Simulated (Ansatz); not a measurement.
**SnH+ (singlet): the correlation ladder at distance Sn1–H2 = 1.553 Å, def2-TZVPP**

One table from this session's results is given with a row withheld; the runs are named, their logs left out.

The runs use Ansatz 0.2.0, Gaussian basis; def2-TZVPP, core rule «outside noble gas», up to 9 orbitals frozen.

The runs, in order: UHF; CCSD(T) on RHF; BCCD(T) on RHF; CISD; CCSDT(Q) on RHF; CASSCF and MRCISD+Q, 2 electrons in 2 orbitals; CASSCF and NEVPT2, 2 electrons in 2 orbitals; CASSCF and MRCISD+Q, 4 electrons in 5 orbitals; CASSCF and NEVPT4(SD), 4 electrons in 5 orbitals; CASSCF and NEVPT2, 4 electrons in 5 orbitals; Full CI.

17 further runs of the same task are left out: 15 that didn't finish, 2 set aside as unsound or not needed.

### The geometry

The geometry derives from a PBE0/def2-TZVP stationary point (not a proven minimum). One bond is set to the value named and the two fragments are kept rigid. No spin-orbit coupling is included. Elements past krypton take def2 core potentials.

2 atoms, charge 1, spin multiplicity 1.

Atoms are counted from 1 here; the program's logs count them from 0.

Bond lengths: Sn1–H2 1.553 Å.

Set-up of the first run:

File in.yaml:

```yaml
crystal:
  periodic: [false, false, false]
  atoms:
    - {symbol: Sn, position_ang: [0.000000, 0.000000, 0.000000]}
    - {symbol: H, position_ang: [0.000000, 0.000000, 1.553000]}
basis:
  gaussian: {orbitals: def2-TZVPP}
total_charge: 1
magnetization: {spin_polarized: true, initial_magnetization: 0}
hamiltonian: {xc: hf}
output: {orbitals: {seedname: orbitals}}
```

Launch:

```
ansatz run in.yaml --threads 1 --pin off --events-out ev --progress --plain --max-ram 2393MiB
```

Steps of the session up to this table: UHF; CCSD(T) on RHF; BCCD(T) on RHF; CISD; CCSDT(Q) on RHF; CASSCF and MRCISD+Q, 2 electrons in 2 orbitals; CASSCF and NEVPT2, 2 electrons in 2 orbitals; CASSCF and MRCISD+Q, 4 electrons in 5 orbitals; CASSCF and NEVPT4(SD), 4 electrons in 5 orbitals; CASSCF and NEVPT2, 4 electrons in 5 orbitals; Full CI.

One table of the session follows, with a row left open; its other results are not shown here.

It belongs to the step «Misses and costs». 

| method | from FCI (kJ/mol) |
| --- | --- |
| RHF | +199.9 |
| RMP2 | +48.1 |
| RCCSD | ? |
| RCCSD(T) | +0.7 |
| BCCD(T) | +0.7 |
| RCCSDT | +0.1 |
| RCCSDT(Q) | 0.0 |
| CASSCF pair | +161.6 |
| NEVPT2 pair | +47.0 |
| CASSCF valence | +93.3 |
| NEVPT2 valence | +28.1 |
| NEVPT4(SD) valence | +4.3 |
| MRCISD valence | +1.2 |
| MRCISD+Q valence | -0.6 |
| FCI | 0 |

**Question.** Estimate the row for RCCSD.

As computed: from FCI (kJ/mol): +3.4. In the column «from FCI (kJ/mol)» it lies between MRCISD valence (+1.2) and NEVPT4(SD) valence (+4.3).

Not comparable, so not listed: CISD; CASSCF and MRCISD+Q, 2 electrons in 2 orbitals (they don't share determinant, frozen orbitals or solution with the rows shown, or repeat one).

Limits of these values: MRCISD+Q valence falls below full CI: the +Q correction isn't variational, and the cores differ from full CI's. Warnings in the runs' records: passed over end.
